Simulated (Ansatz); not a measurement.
# MnSe: the cost of one run

Method: DFT LDA+U (U_eff = 6 eV on Mn d), plane waves, PAW, in Ansatz 0.2.0.

## (1) The system as given

It takes space group F-43m (No. 216, cubic). Conventional cell: a = 5.820 Å, b = 5.820 Å, c = 5.820 Å, α = 90.00°, β = 90.00°, γ = 90.00°. Mn (site symmetry -43m) has 4 Se at 2.52 Å as nearest neighbours. Se (site symmetry -43m) has 4 Mn at 2.52 Å as nearest neighbours.

Structure file:

```xyz
2
Lattice="0.0000 2.9100 2.9100 2.9100 0.0000 2.9100 2.9100 2.9100 0.0000" Properties=species:S:1:pos:R:3 pbc="T T T"
Mn    0.0000    0.0000    0.0000
Se    4.3650    4.3650    4.3650
```

Magnetic order typed: ferromagnetic.

An earlier series on this cell reached its lowest free state from «random orbitals: single harmonics, first filling», perhaps among other starts.

## (2) From atoms, default search

input.yaml

```yaml
crystal:
  lattice:
    - [0.0, 2.90999917, 2.90999917]
    - [2.90999917, 0.0, 2.90999917]
    - [2.90999917, 2.90999917, 0.0]
  atoms:
    - { symbol: Mn, position: [0.0, 0.0, 0.0], spin: 5.0 }
    - { symbol: Se, position: [0.75, 0.75, 0.75] }
basis:
  ecutwfc: 420
  ecutrho_ratio: 4
kpoints:
  mp_grid: { grid: [6, 6, 6] }
hamiltonian:
  xc: lda
  hubbard: { sites: [{ site: 0, l: d, u_eff: 6.0 }] }
scf:
  occupations: { method: gaussian, width: 0.05 }
output:
  forces: true
  stress: true
  eigenvalues: true
  populations: true
  hubbard: { sites: [{ site: 0, l: d }] }
  write_density: true
  write_potential: true
  elf: true
  volumetric_format: npy
magnetization:
  spin_polarized: true
```

Run with:

```
$ ansatz run input.yaml --threads 2 --pin off --max-ram 3072MiB --backend cpu --events-out ev --progress --plain --runs-dir out
```

What time and memory should one allow on 2 threads of Arm Neoverse V2, shared host?

About 2.9 s, with a peak of 0.35 GiB.
